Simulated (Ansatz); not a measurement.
**CH9NOSi2: a ladder of functionals and wavefunction methods**

How much do the methods differ for CH9NOSi2? The plan is to run it at one geometry with functionals of several rungs and with coupled cluster. The yardstick is the atomisation energy at the CCSD(T) limit.

Computed with Ansatz 0.2.0, Gaussian basis. Level: functionals in def2-TZVPP, the program's frozen cores in correlated methods.

Plan: PBE-D4, r2SCAN-D4, PBE0-D4, B3LYP-D4, ωB97X-V, ωB97M-V, B2PLYP; CCSD(T)/def2-TZVPP; MP2/def2-QZVPP; extrapolation to the limit.

## 1. The relaxed structure

The geometry comes from an earlier relaxation with PBE0-D4 in a triple-zeta def2 set; it is a stationary point, not always the lowest conformer.

SMILES `C[SiH](N)O[SiH3]`, 14 atoms, charge 0, spin multiplicity 1.

Atoms are counted from 1 here; the program's logs count them from 0.

Bond lengths: C1–Si2 1.854 Å, C1–H6 1.092 Å, C1–H7 1.092 Å, C1–H8 1.094 Å, Si2–N3 1.709 Å, Si2–O4 1.650 Å, Si2–H9 1.485 Å, N3–H10 1.006 Å, N3–H11 1.006 Å, O4–Si5 1.632 Å, Si5–H12 1.489 Å, Si5–H13 1.488 Å, Si5–H14 1.484 Å. Angles: Si2–C1–H6 111.0°, Si2–C1–H7 110.6°, Si2–C1–H8 110.7°, H6–C1–H7 108.6°, H6–C1–H8 108.2°, H7–C1–H8 107.6°, C1–Si2–N3 110.0°, C1–Si2–O4 106.7°, C1–Si2–H9 113.2°, N3–Si2–O4 114.1°, N3–Si2–H9 106.1°, O4–Si2–H9 106.9°, Si2–N3–H10 122.0°, Si2–N3–H11 122.8°, H10–N3–H11 111.9°, Si2–O4–Si5 139.1°, O4–Si5–H12 111.1°, O4–Si5–H13 110.8° and more.

## 2. PBE-D4 (GGA)

The input, in.yaml:

```yaml
crystal:
  periodic: [false, false, false]
  atoms:
    - {symbol: C, position_ang: [-1.844379, -0.967220, 0.649238]}
    - {symbol: Si, position_ang: [-0.702033, 0.405294, 0.149849]}
    - {symbol: N, position_ang: [0.167917, 0.964692, 1.510160]}
    - {symbol: O, position_ang: [0.249131, -0.187871, -1.060252]}
    - {symbol: Si, position_ang: [1.792752, -0.083751, -1.579350]}
    - {symbol: H, position_ang: [-2.592999, -0.613893, 1.361368]}
    - {symbol: H, position_ang: [-2.358855, -1.375745, -0.223295]}
    - {symbol: H, position_ang: [-1.286391, -1.783815, 1.116410]}
    - {symbol: H, position_ang: [-1.412674, 1.588179, -0.399038]}
    - {symbol: H, position_ang: [0.580662, 1.881335, 1.539529]}
    - {symbol: H, position_ang: [0.583832, 0.343662, 2.183718]}
    - {symbol: H, position_ang: [2.244670, 1.333923, -1.639140]}
    - {symbol: H, position_ang: [2.707479, -0.828120, -0.671798]}
    - {symbol: H, position_ang: [1.870887, -0.676669, -2.937388]}
basis:
  gaussian: {orbitals: def2-TZVPP}
hamiltonian: {xc: pbe, dispersion: d4}
output: {forces: true, orbitals: {seedname: orbitals}}
```

Command:

```console
$ ansatz run in.yaml --threads 2 --pin off --events-out ev --progress --plain --max-ram 22528MiB --backend cuda --devices 0, --max-vram 18GiB
```

Further steps of the session: r2SCAN-D4 (meta-GGA); PBE0-D4 (hybrid); B3LYP-D4 (hybrid); ωB97X-V (range-separated); ωB97M-V (range-separated); B2PLYP (double hybrid); CCSD(T) in def2-TZVPP; MP2 in def2-QZVPP.

Before running them: what should the planned runs give, taken together? Wanted: atomisation energy, CCSD(T)/CBS; farthest; mean size of error, hybrid; mean size of error, range-separated; gap, smallest and largest; T1 diagnostic; triples share of the correlation energy.

As calculated:

| quantity | value |
| --- | --- |
| atomisation energy, CCSD(T)/CBS | 1206.6 kcal/mol |
| functionals within 6.0 kcal/mol (0.5 %) | PBE-D4, B3LYP-D4, ωB97X-V, ωB97M-V |
| farthest | B2PLYP (-16.2 kcal/mol) |
| mean size of error, hybrid | 8.9 kcal/mol |
| mean size of error, range-separated | 1.7 kcal/mol |
| gap, smallest and largest | 5.72 eV (PBE-D4), 12.45 eV (ωB97X-V) |
| T1 diagnostic | 0.0106 |
| triples share of the correlation energy | 3.4 % |

**Reading.** PBE-D4 misses by -2.8 kcal/mol. Double hybrids carry the basis error of their MP2 part in triple zeta, and no dispersion term here, so their miss is partly the set-up's. The reference freezes the cores and leaves out relativity and excitations past (T), so misses under about 6.0 kcal/mol can't be ranked. Hartree-Fock recovers 74 % of the binding; the rest is correlation. Orbital gaps span 5.7 to 12.5 eV; exact exchange widens them.
